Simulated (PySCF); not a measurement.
**UMP2/ANO-RCC-VDZP (sfX2C) run of Si2H4ClO2 (SMILES O[SiH][SiH](O)Cl)**

Aim: the vertical doublet–quartet gap of Si2H4ClO2 at UMP2/ANO-RCC-VDZP (sfX2C), from 2 runs. 

Program for the calculation: PySCF 2.14.0.

### Step 1. The molecule

The species is Si2H4ClO2 (9 atoms), meant as a doublet with charge 0. As SMILES, `O[SiH][SiH](O)Cl`. The coordinates come from a PBE0-D4/def2-TZVP relaxation. This is one conformer, not always the lowest.

Bond lengths: O1–Si2 1.654 Å, Si2–Si3 2.331 Å, Si3–O4 1.639 Å, Si3–Cl5 2.069 Å, O1–H6 0.959 Å, Si2–H7 1.496 Å, Si3–H8 1.485 Å, O4–H9 0.960 Å. Some angles: O1–Si2–Si3 110.0°, Si2–Si3–O4 111.9°, Si2–Si3–Cl5 104.2°, O4–Si3–Cl5 111.0°, O1–Si2–H7 110.9°, Si3–Si2–H7 112.1°, Si2–O1–H6 117.7°, Si2–Si3–H8 113.6°, O4–Si3–H8 110.3°, Cl5–Si3–H8 105.5°.

### Step 2. The energy at UMP2/ANO-RCC-VDZP (sfX2C)

run.py

```python
# O[SiH][SiH](O)Cl
from pyscf import gto, scf, mp

mol = gto.M(
    atom=[
    ('O', (-0.742200, 1.201600, -1.839500)),
    ('Si', (0.642800, 0.738200, -1.062800)),
    ('Si', (0.161800, -0.925700, 0.497700)),
    ('O', (-0.966500, -0.439400, 1.582200)),
    ('Cl', (1.973500, -1.290900, 1.426900)),
    ('H', (-0.751500, 2.064700, -2.257000)),
    ('H', (1.325700, 1.914700, -0.440100)),
    ('H', (-0.235800, -2.217900, -0.116000)),
    ('H', (-1.319400, -1.091500, 2.191600)),
],
    basis='ano-rcc-vdzp',
    verbose=4,
    max_memory=1860,
    spin=1,
)

mf = scf.UHF(mol)
mf = mf.sfx2c1e()
mf.conv_tol = 1e-10
mf.kernel()
if not mf.converged:
    mf = mf.newton().run(mf.mo_coeff, mf.mo_occ)

pt = mp.MP2(mf, frozen=17).run()
e_final = pt.e_tot
print(f'total energy: {e_final:.8f} hartree')
```

Started as:

```bash
$ OMP_NUM_THREADS=1 python run.py
```

Standard output:

```text
PySCF version 2.14.0

[INPUT] num. atoms = 9
[INPUT] num. electrons = 65
[INPUT] charge = 0
[INPUT] spin (= nelec alpha-beta = 2S) = 1
[INPUT] symmetry False subgroup None
[INPUT] Mole.unit = angstrom
[INPUT] Symbol           X                Y                Z      unit          X                Y                Z       unit  Magmom
[INPUT]  1 O     -0.742200000000   1.201600000000  -1.839500000000 AA   -1.402554729652   2.270694911277  -3.476151206137 Bohr   0.0
[INPUT]  2 Si     0.642800000000   0.738200000000  -1.062800000000 AA    1.214715952870   1.394995825154  -2.008400925188 Bohr   0.0
[INPUT]  3 Si     0.161800000000  -0.925700000000   0.497700000000 AA    0.305757686955  -1.749319473510   0.940516692196 Bohr   0.0
[INPUT]  4 O     -0.966500000000  -0.439400000000   1.582200000000 AA   -1.826420299392  -0.830345659134   2.989924674287 Bohr   0.0
[INPUT]  5 Cl     1.973500000000  -1.290900000000   1.426900000000 AA    3.729374506829  -2.439447454201   2.696450207142 Bohr   0.0
[INPUT]  6 H     -0.751500000000   2.064700000000  -2.257000000000 AA   -1.420129182611   3.901717529389  -4.265111863143 Bohr   0.0
[INPUT]  7 H      1.325700000000   1.914700000000  -0.440100000000 AA    2.505209923336   3.618258610705  -0.831668467421 Bohr   0.0
[INPUT]  8 H     -0.235800000000  -2.217900000000  -0.116000000000 AA   -0.445597420172  -4.191223571673  -0.219208230450 Bohr   0.0
[INPUT]  9 H     -1.319400000000  -1.091500000000   2.191600000000 AA   -2.493304648751  -2.062636064963   4.141523774597 Bohr   0.0

nuclear repulsion = 347.888445951762
number of shells = 23
number of NR pGTOs = 436
number of NR cGTOs = 102
basis = ano-rcc-vdzp
ecp = {}

******** <class 'pyscf.x2c.sfx2c1e.sfX2C1eUHF'> ********
method = sfX2C1eUHF
initial guess = minao
damping factor = 0
level_shift factor = 0
DIIS = <class 'pyscf.scf.diis.CDIIS'>
diis_start_cycle = 1
diis_space = 8
diis_damp = 0
SCF conv_tol = 1e-10
SCF conv_tol_grad = None
SCF max_cycles = 50
direct_scf = True
direct_scf_tol = 1e-13
number electrons alpha = 33  beta = 32

******** <class 'pyscf.x2c.sfx2c1e.SpinFreeX2CHelper'> ********
approx = 1e
xuncontract = 1
Set gradient conv threshold to 1e-05
init E= -1192.64092673141
[... the frontier-level lines of each cycle are left out ...]

cycle= 1 E= -1192.20187977806  delta_E= 0.439  |g|= 0.499  |ddm|= 2.78
cycle= 2 E= -1192.29698524972  delta_E= -0.0951  |g|= 0.313  |ddm|= 0.732
cycle= 3 E= -1192.33858417205  delta_E= -0.0416  |g|= 0.052  |ddm|= 0.226
cycle= 4 E= -1192.34155876748  delta_E= -0.00297  |g|= 0.017  |ddm|= 0.11
cycle= 5 E= -1192.34208106081  delta_E= -0.000522  |g|= 0.00686  |ddm|= 0.0479
cycle= 6 E= -1192.34219730129  delta_E= -0.000116  |g|= 0.00313  |ddm|= 0.0223
cycle= 7 E= -1192.34222693146  delta_E= -2.96e-05  |g|= 0.00147  |ddm|= 0.0127
cycle= 8 E= -1192.3422326829  delta_E= -5.75e-06  |g|= 0.000766  |ddm|= 0.00565
cycle= 9 E= -1192.34223422945  delta_E= -1.55e-06  |g|= 0.000285  |ddm|= 0.00322
cycle= 10 E= -1192.34223449809  delta_E= -2.69e-07  |g|= 0.000102  |ddm|= 0.00133
cycle= 11 E= -1192.34223453222  delta_E= -3.41e-08  |g|= 3.51e-05  |ddm|= 0.000467
cycle= 12 E= -1192.34223453587  delta_E= -3.65e-09  |g|= 1.38e-05  |ddm|= 0.000153
cycle= 13 E= -1192.34223453629  delta_E= -4.27e-10  |g|= 7.13e-06  |ddm|= 4.75e-05
cycle= 14 E= -1192.34223453638  delta_E= -9.09e-11  |g|= 3.15e-06  |ddm|= 2.26e-05
Extra cycle  E= -1192.3422345364  delta_E= -1.23e-11  |g|= 2.01e-06  |ddm|= 7.63e-06
converged SCF energy = -1192.3422345364  <S^2> = 0.75775068  2S+1 = 2.0077357

******** <class 'pyscf.mp.ump2.UMP2'> ********
nocc = (np.int64(16), np.int64(15)), nmo = (85, 85)
frozen orbitals 17
E(UMP2) = -1193.044189471  E_corr = -0.701954934608841
E(SCS-UMP2) = -1193.02453452703  E_corr = -0.682299990633113
E_corr(same-spin) = -0.184668381804804
E_corr(oppo-spin) = -0.517286552804037
total energy: -1193.04418947 hartree
```

It took 32 s on 1 thread of Intel Xeon Platinum 8488C (Sapphire Rapids), shared host; peak memory 0.34 GiB.

### Step 3. The quartet

input.xyz

```xyz
9
ClH4O2Si2
O     -0.742200     1.201600    -1.839500
Si     0.642800     0.738200    -1.062800
Si     0.161800    -0.925700     0.497700
O     -0.966500    -0.439400     1.582200
Cl     1.973500    -1.290900     1.426900
H     -0.751500     2.064700    -2.257000
H      1.325700     1.914700    -0.440100
H     -0.235800    -2.217900    -0.116000
H     -1.319400    -1.091500     2.191600
```

calc.py

```python
from pyscf import gto, mp

mol = gto.M(
    atom='input.xyz',
    verbose=3,
    basis='ano-rcc-vdzp',
    spin=3,
    max_memory=1860,
)

calc0 = mol.UHF()
calc0 = calc0.sfx2c1e()
calc0.conv_tol = 1e-10
calc0.kernel()
if not calc0.converged:
    calc0 = calc0.newton().run(calc0.mo_coeff, calc0.mo_occ)

pt = mp.MP2(calc0, frozen=17).run()
e_final = pt.e_tot
print('E(%s) = %.9f' % ('MP2', e_final))
```

Started as:

```bash
$ OMP_NUM_THREADS=1 python calc.py
```

Standard output:

```text
WARN: HOMO 0.01700535443296 >= LUMO -0.296874703922533

WARN: HOMO -0.155826240358305 >= LUMO -0.220321599395409

WARN: HOMO -0.147829244412023 >= LUMO -0.157777933014751

converged SCF energy = -1192.11814923426  <S^2> = 3.761412  2S+1 = 4.0057019
E(UMP2) = -1192.82058492005  E_corr = -0.702435685792602
E(SCS-UMP2) = -1192.79423602232  E_corr = -0.676086788057558
E(MP2) = -1192.820584920
```

Wall time 30 s (1 thread of Intel Xeon Platinum 8488C (Sapphire Rapids), shared host); peak memory 0.34 GiB.

### Step 4. Outcome

At UMP2/ANO-RCC-VDZP (sfX2C), 17 core orbitals frozen:

| quantity | value |
| --- | --- |
| doublet: total energy | -1193.04419 Eh |
| doublet: dipole moment (Hartree–Fock density) | 1.14 D |
| doublet: HOMO energy (Hartree–Fock orbitals) (highest over α and β) | -8.80 eV |
| doublet: LUMO energy (Hartree–Fock orbitals) (lowest over α and β) | 1.27 eV |
| doublet: correlation energy (17 core orbitals frozen) | -702.0 mEh |
| doublet: ⟨S²⟩ of the reference determinant | 0.758 |
| quartet: total energy | -1192.82058 Eh |
| quartet: dipole moment (Hartree–Fock density) | 0.42 D |
| quartet: HOMO energy (Hartree–Fock orbitals) (highest over α and β) | -4.89 eV |
| quartet: LUMO energy (Hartree–Fock orbitals) (lowest over α and β) | -2.41 eV |
| quartet: correlation energy (17 core orbitals frozen) | -702.4 mEh |
| quartet: ⟨S²⟩ of the reference determinant | 3.761 |
| vertical energy of the quartet above the doublet | 6.085 eV |

In words: At this shape the quartet lies 6.08 eV (140 kcal/mol) above the doublet.
